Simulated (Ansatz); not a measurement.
# C2H12N2Si2: the cost of one run

Program: Ansatz 0.2.0. Level of theory: RKS r2SCAN-D4/STO-3G. These are calculated values, not measurements.

## 1. The structure to begin with

Bond lengths (14 of 17 bonds, heavy atoms first): Si1–Si2 2.220 Å, Si1–N6 1.820 Å, N6–C7 1.470 Å, N6–C11 1.470 Å, Si1–N16 1.819 Å, Si2–H3 1.460 Å, Si2–H4 1.460 Å, Si2–H5 1.460 Å, C7–H8 1.110 Å, C7–H9 1.110 Å, C7–H10 1.110 Å, C11–H12 1.110 Å, C11–H13 1.110 Å, C11–H14 1.110 Å. Angles (14 of 30 angles, heavy atoms first): Si2–Si1–N6 109.5°, Si2–Si1–N16 109.5°, N6–Si1–N16 109.5°, Si1–N6–C7 120.0°, Si1–N6–C11 120.0°, C7–N6–C11 120.0°, Si1–Si2–H3 109.5°, Si1–Si2–H4 109.5°, Si1–Si2–H5 109.5°, Si2–Si1–H15 109.5°, N6–Si1–H15 109.5°, H15–Si1–N16 109.5°, N6–C7–H8 109.5°, N6–C7–H9 109.5°.

Structure file:

```xyz
18

Si    0.0000    0.0000    0.0000
Si    0.0000    0.0000    2.2200
H    -1.3148   -0.4067    2.7074
H     1.0096   -0.9353    2.7074
H     0.3052    1.3420    2.7074
N     1.7163    0.0000   -0.6061
C     2.4072   -1.2730   -0.8567
H     1.7433   -1.9470   -1.4373
H     3.3364   -1.0830   -1.4334
H     2.6645   -1.7518    0.1112
C     2.4114    1.2730   -0.8449
H     3.0382    1.1875   -1.7570
H     1.6647    2.0824   -0.9844
H     3.0569    1.5118    0.0259
H    -0.6877    1.1914   -0.4862
N    -0.8572   -1.4851   -0.6061
H    -1.3922   -2.1014    0.0704
H    -0.8219   -1.7344   -1.6357
```

## 2. Preparing the start

File input.yaml:

```yaml
crystal:
  periodic: [false, false, false]
  atoms:
    - { symbol: Si, position_ang: [0.0, 0.0, 0.0] }
    - { symbol: Si, position_ang: [0.0, 0.0, 2.22] }
    - { symbol: H, position_ang: [-1.3148, -0.4067, 2.7074] }
    - { symbol: H, position_ang: [1.0096, -0.9353, 2.7074] }
    - { symbol: H, position_ang: [0.3052, 1.342, 2.7074] }
    - { symbol: "N", position_ang: [1.7163, 0.0, -0.6061] }
    - { symbol: C, position_ang: [2.4072, -1.273, -0.8567] }
    - { symbol: H, position_ang: [1.7433, -1.947, -1.4373] }
    - { symbol: H, position_ang: [3.3364, -1.083, -1.4334] }
    - { symbol: H, position_ang: [2.6645, -1.7518, 0.1112] }
    - { symbol: C, position_ang: [2.4114, 1.273, -0.8449] }
    - { symbol: H, position_ang: [3.0382, 1.1875, -1.757] }
    - { symbol: H, position_ang: [1.6647, 2.0824, -0.9844] }
    - { symbol: H, position_ang: [3.0569, 1.5118, 0.0259] }
    - { symbol: H, position_ang: [-0.6877, 1.1914, -0.4862] }
    - { symbol: "N", position_ang: [-0.8572, -1.4851, -0.6061] }
    - { symbol: H, position_ang: [-1.3922, -2.1014, 0.0704] }
    - { symbol: H, position_ang: [-0.8219, -1.7344, -1.6357] }
basis:
  gaussian: { orbitals: STO-3G }
hamiltonian:
  xc: r2scan
  dispersion: d4
relax:
  f_tol: 0.02
  max_steps: 40
```

On the command line:

```
$ ansatz run input.yaml --threads 1 --pin off --max-ram 2048MiB --backend cpu --events-out ev --progress --plain --runs-dir out
```

**Question.** How long does this run take on 1 thread of Arm Neoverse V2, shared host, and how much memory does it need?

About 3.3 min, with a peak of 0.16 GiB.
